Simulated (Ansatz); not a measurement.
Below is the output of a Python script on Ansatz 0.2.0 through its Python package that makes a convergence test of the k-point mesh of CoOs, space group P-6m2. Write a script that gives it. Use (first run): PBEsol, PAW, cutoff 490 eV, 3×3×2 k-points, Fermi-Dirac smearing of 0.1 eV, collinear spin. The script varies mesh: (3, 3, 2), (4, 4, 3), (6, 6, 4), (8, 8, 5), (10, 10, 6), (12, 12, 7).

The script reads `coos.cif`:
```cif
data_CoOs
_cell_length_a 2.671274
_cell_length_b 2.671274
_cell_length_c 4.116557
_cell_angle_alpha 90.00000
_cell_angle_beta 90.00000
_cell_angle_gamma 120.00000
_symmetry_space_group_name_H-M 'P 1'
_symmetry_Int_Tables_number 1
loop_
_symmetry_equiv_pos_as_xyz
'x, y, z'
loop_
_atom_site_label
_atom_site_type_symbol
_atom_site_fract_x
_atom_site_fract_y
_atom_site_fract_z
Co1 Co    0.666667    0.333333    0.500000
Os2 Os    0.333333    0.666667    0.000000
```

`python coos.py` gives:
```text
        mesh   F/atom (eV)    iterations  moment (muB)      k-points
   (3, 3, 2)   -8171.59092            13         0.924             6
   (4, 4, 3)   -8171.88077            15         1.209             8
   (6, 6, 4)   -8171.89304            14         1.025            21
   (8, 8, 5)   -8171.89387            13         0.684            30
 (10, 10, 6)   -8171.89339            12         0.805            56
 (12, 12, 7)   -8171.89222            14         0.737            76
(3, 3, 2): +301.30 meV/atom
(4, 4, 3): +11.45 meV/atom
(6, 6, 4): -0.82 meV/atom  (within 1 meV)
(8, 8, 5): -1.65 meV/atom
(10, 10, 6): -1.17 meV/atom
```

The script that was run (others could print the same):

The script, `coos.py`:
```python
'''Convergence of CoOs with the k-point mesh.'''

import warnings

import ansatz as az
from ase.io import read

warnings.simplefilter('ignore', az.DeckWarning)

atoms = read('coos.cif')
system = az.Crystal.from_ase(atoms).moments(Co=1.8)

model = system.calculation()
model = model.functional('pbesol')
model = model.basis(18 * az.Ha)
model = model.spin('collinear')
model = model.occupations('fermi_dirac', width=0.1)

rows = []
for value in [(3, 3, 2), (4, 4, 3), (6, 6, 4), (8, 8, 5), (10, 10, 6), (12, 12, 7)]:
    summary = model.kpoints(mesh=value).run().report
    rows.append((value, summary['free_energy_ev'] / len(summary['lattice']['sites']), summary['n_iterations'], summary['magnetization_mub'], summary['n_kpoints']))

print('        mesh   F/atom (eV)    iterations  moment (muB)      k-points')
for row in rows:
    print(f'{str(row[0]):>12s}  {row[1]:12.5f}  {row[2]:12d}  {row[3]:12.3f}  {row[4]:12d}')

# the last row is the reference
for row in rows[:-1]:
    shift = 1000 * (row[1] - rows[-1][1])
    print(f'{row[0]}: {shift:+.2f} meV/atom' + ('  (within 1 meV)' if abs(shift) < 1 else ''))
```

Other magnetic orders than the one started from may lie lower. The overall sign of a collinear moment is arbitrary, and semilocal functionals can give small moments to compounds that are paramagnetic. A row within the bound is followed by one outside it, so the series isn't shown to be converged. Spin-orbit coupling, which matters for elements this heavy, is left out. This cell is a computed structure, which may not be the phase found in nature. Shifts are counted from the finest mesh, which is itself no proven limit. Finished in 44 s on 1 thread of Arm Neoverse V1, on a shared host, peak memory 0.52 GiB.
